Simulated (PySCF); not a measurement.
# CeCl4: other functionals and bases at one geometry

The task here is to estimate one member of a computed series from the others.

The runs use PySCF 2.14.0; several levels, as the steps say, no spin–orbit coupling.

1 further run of the same task is left out (for a known fault of the program).

### Where the work starts

5 atoms, charge 0, spin multiplicity 1.

Bond lengths: Ce1–Cl2 2.480 Å, Ce1–Cl3 2.480 Å, Ce1–Cl4 2.480 Å, Ce1–Cl5 2.480 Å. Angles: Cl2–Ce1–Cl3 109.5°, Cl2–Ce1–Cl4 109.5°, Cl2–Ce1–Cl5 109.5°, Cl3–Ce1–Cl4 109.5°, Cl3–Ce1–Cl5 109.5°, Cl4–Ce1–Cl5 109.5°.

Geometry (Å):

```
Ce    0.00000    0.00000    0.00000
Cl    1.43201    1.43201    1.43201
Cl   -1.43201   -1.43201    1.43201
Cl    1.43201   -1.43201   -1.43201
Cl   -1.43201    1.43201   -1.43201
```

Formal oxidation states: Ce +4. The 4f shell is empty and lies in the core potential. An earlier session relaxed this geometry at PBE0, Ce lcecp-2-SVP with ECP46, Cl def2-SVP (singlet, point group Td).

At PBE0 on the finer grid: E = -1878.497162 Eh, frontier levels not given, since the 4f levels lie in the core, Mulliken charge on Ce1 +1.23 e, largest force component 0.006 eV/Å. The large-core potential holds the 4f shell empty.

Levels to run: CAM-B3LYP; wB97X; PBE0, TZVP. Hardware: 2 threads of Arm Neoverse V2, shared host.

Set-up of the first run:

run.py (the lines that set the calculation)

```python
mol = gto.M(atom='''
Ce     0.00000     0.00000     0.00000
Cl     1.43201     1.43201     1.43201
Cl    -1.43201    -1.43201     1.43201
Cl     1.43201    -1.43201    -1.43201
Cl    -1.43201     1.43201    -1.43201''',
    basis={'Ce': 'lcecp-2-SVP', 'Cl': 'def2-SVP'},
    ecp={'Ce': 'lcecp-2-SVP'},
    charge=0, spin=0)
mf = dft.RKS(mol, xc='CAMB3LYP')
mf.grids.atom_grid = (75, 302)  # f atoms: unpruned, at least (60, 302)
mf = mf.density_fit()  # fitting sets: Ce AutoAux, Cl def2-universal-JKFIT
mf.conv_tol = 1e-08; mf.max_cycle = 55
mf.kernel(dm0)  # dm0: the density of the relaxed state
```

Run with:

```console
$ OMP_NUM_THREADS=2 python run.py
```

Among the steps run: CAM-B3LYP; wB97X; PBE0, TZVP.

One table of the session follows, with a row left open; its other results are not shown here.

```
              level  charge on Ce1 (e)  largest force component (eV/Å)
PBE0 (relaxed here)               1.23                            0.01
          CAM-B3LYP               1.20                            0.03
              wB97X                  ?                               ?
         PBE0, TZVP               1.51                            0.00
```

Estimate the missing values for wB97X.

The run gave: charge on Ce1 (e): 1.27; largest force component (eV/Å): 0.03. In the column «charge on Ce1 (e)» it lies between PBE0 (relaxed here) (1.23) and PBE0, TZVP (1.51).

The largest leftover force, 0.03 eV/Å with wB97X, stands at a geometry relaxed at another level. With 4f in the core, its levels are missing from HOMO and gap, and its count is fixed, so no charge can pass from the ligands into it. Total energies of different levels can't be compared.
